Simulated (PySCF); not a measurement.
The system is GaAsH6, in a box.

```
Ga As H
1.0
    13.00000    0.00000    0.00000
     0.00000   12.00000    0.00000
     0.00000    0.00000   14.00000
Ga As H
1 1 6
Direct
  0.48590 0.49286 0.39533
  0.55121 0.47074 0.57441
  0.55568 0.39820 0.35216
  0.36955 0.46663 0.41701
  0.52021 0.61790 0.38331
  0.60045 0.56778 0.62548
  0.63245 0.38560 0.59894
  0.47668 0.43987 0.65269
```

Base run:

```yaml
Program: PySCF 2.14.0
Functional: LDA
Potentials_or_basis: pob-tzvp-rev2 (all-electron)
k_mesh: 1 × 1 × 1
Occupations: fixed
Spin: no spin polarisation
```

Its results: gap between the frontier levels 5.71 eV.

Question: After a change of settings the same cell gave: gap between the frontier levels 5.82 eV. Which change was it?
A. functional from LDA to PW91; dispersion from none to D4
B. functional from LDA to TASK
C. functional from LDA to r2SCANh; dispersion from none to D3(BJ)

Answer: A.

Caveats: this is a molecule in a periodic box at the Γ point, so its band gap is the HOMO-LUMO gap; relativity is left out, which matters for the heavier elements; the basis of atomic orbitals isn't converged, which shifts pressures, moduli and gaps; this basis is made for solids and lacks diffuse functions, so gaps of a molecule come out too wide by an eV or more.

Not every run made on this cell is shown here.
